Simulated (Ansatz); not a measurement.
# ClH5InNSi: the cost of one run

All numbers below are computed with Ansatz 0.2.0 (RKS PBE-D4/def2-SVP).

1 further run of the same task is left out (it didn't finish).

## Step 1: The starting structure

Bond lengths: In1–Si2 2.964 Å, In1–N3 2.459 Å, Si2–N3 1.710 Å, In1–Cl5 2.585 Å, Si2–H6 1.482 Å, Si2–H7 1.468 Å, Si2–H8 1.480 Å, N3–H9 1.008 Å. Angles (14 of 16 angles, heavy atoms first): In1–Si2–N3 56.0°, Si2–In1–N3 35.2°, Si2–In1–Cl5 76.9°, N3–In1–Cl5 73.9°, In1–N3–Si2 88.7°, In1–Si2–H6 69.5°, In1–Si2–H7 155.5°, In1–Si2–H8 94.2°, N3–Si2–H6 118.1°, N3–Si2–H7 110.5°, N3–Si2–H8 106.8°, In1–N3–H9 151.5°, Si2–N3–H9 118.8°, H6–Si2–H7 107.1°.

Coordinates:

```xyz
9

In   -1.9261   -1.0518   -0.5678
Si    0.5158   -0.0935    0.8128
N     0.4653   -0.5438   -0.8364
H    -0.1757    0.6206   -0.7875
Cl   -1.7975    1.4337   -1.2670
H    -0.6923    0.5285    1.4037
H     1.6376    0.8197    1.0630
H     0.6970   -1.3397    1.5909
H     1.2758   -0.3738   -1.4118
```

## Step 2: Pulling towards end A

Springs on the bonds that form and break draw the guess towards this end; the thresholds are loose.

The input, input.yaml:

```yaml
crystal:
  periodic: [false, false, false]
  atoms:
    - { symbol: In, position_ang: [-1.9261, -1.0518, -0.5678] }
    - { symbol: Si, position_ang: [0.5158, -0.0935, 0.8128] }
    - { symbol: "N", position_ang: [0.4653, -0.5438, -0.8364] }
    - { symbol: H, position_ang: [-0.1757, 0.6206, -0.7875] }
    - { symbol: Cl, position_ang: [-1.7975, 1.4337, -1.267] }
    - { symbol: H, position_ang: [-0.6923, 0.5285, 1.4037] }
    - { symbol: H, position_ang: [1.6376, 0.8197, 1.063] }
    - { symbol: H, position_ang: [0.697, -1.3397, 1.5909] }
    - { symbol: H, position_ang: [1.2758, -0.3738, -1.4118] }
basis:
  gaussian: { orbitals: def2-SVP }
hamiltonian:
  xc: pbe
  dispersion: d4
relax:
  f_tol: 0.15
  max_steps: 25
  restrain:
    - { distance: [3, 1], at: 2.72, k: 30.0 }
    - { distance: [0, 1], at: 2.53, k: 30.0 }
    - { distance: [3, 2], at: 1.02, k: 30.0 }
output:
  orbitals: {}
```

Run with:

```console
> ansatz run input.yaml --threads 2 --pin off --max-ram 3072MiB --backend cpu --events-out ev --progress --plain --runs-dir out
```

What time and memory should one allow on 2 threads of Intel Xeon Platinum 8488C (Sapphire Rapids), shared host?

About 18 s, with a peak of 0.18 GiB.
